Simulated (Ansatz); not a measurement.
CH4BOSb, SMILES O[CH]1[BH][SbH]1, a ladder of methods at one geometry

Program: the Ansatz DFT code, driven from Python.

`methods_ch4bosb.py`:
```python
"""CH4BOSb at several levels of theory."""

import logging
import sys
import warnings

import ansatz as az
from ase import Atoms

logging.basicConfig(stream=sys.stdout, format="%(name)s: %(message)s")
log = logging.getLogger("calc")
log.setLevel(logging.INFO)

BASIS = "def2-SVP"


def main() -> None:
    warnings.simplefilter("ignore", az.DeckWarning)

    atoms = Atoms(["O", "C", "B", "Sb", "H", "H", "H", "H"], positions=[
        (-0.3722, 1.1721, -1.059),
        (-0.2506, 0.3519, 0.0131),
        (1.243, -0.0443, 0.172),
        (-0.2717, -1.6069, -0.5152),
        (-1.3982, 1.2522, -1.2362),
        (-0.7469, 0.6972, 0.9497),
        (2.4152, 0.2367, 0.4691),
        (-0.5265, -2.1161, 1.1507),
    ])
    molecule = az.Crystal.molecule_from_ase(atoms)

    job = molecule.calculation().basis(gaussian=BASIS)

    methods = ["mp2", "ccsd", "ccsd_t"]
    reports = [job.correlation(m).run(threads=1).report for m in methods]
    log.info(f"Hartree-Fock reference {reports[0]['reference_energy_ev'] / 27.211386246:.6f} Ha")
    best = reports[-1]["free_energy_ev"] - reports[-1]["reference_energy_ev"]
    for method, each in zip(methods, reports):
        gained = each["free_energy_ev"] - each["reference_energy_ev"]
        log.info(f"{method:8s} total {each['free_energy_ev'] / 27.211386246:.6f} Ha  correlation {gained:9.4f} eV  ({100 * gained / best:.1f} % of the last)")


if __name__ == "__main__":
    main()
```

Running `python methods_ch4bosb.py` prints:
```text
calc: Hartree-Fock reference -378.761278 Ha
calc: mp2      total -379.282253 Ha  correlation  -14.1765 eV  (90.1 % of the last)
calc: ccsd     total -379.320816 Ha  correlation  -15.2258 eV  (96.8 % of the last)
calc: ccsd_t   total -379.339468 Ha  correlation  -15.7334 eV  (100.0 % of the last)
```

What to keep in mind:
- Total energies depend on the basis set; only differences at equal settings carry meaning.
- The geometry is a force-field or estimated start, not a minimum of this method, and the basis set is short of its limit. A lower total doesn't mark the better method: functionals have no common bound, and MP2 and coupled cluster aren't variational.
- def2 sets replace the cores of elements past krypton by effective core potentials.
- Inner cores stay frozen; a filled d shell under the valence of the heavier atoms is correlated with it.
- Timing: 20 s on 1 thread of Arm Neoverse V2, on a shared host, peak memory 0.42 GiB.

(Lines on the test bed's own set-up are left out of the output.)
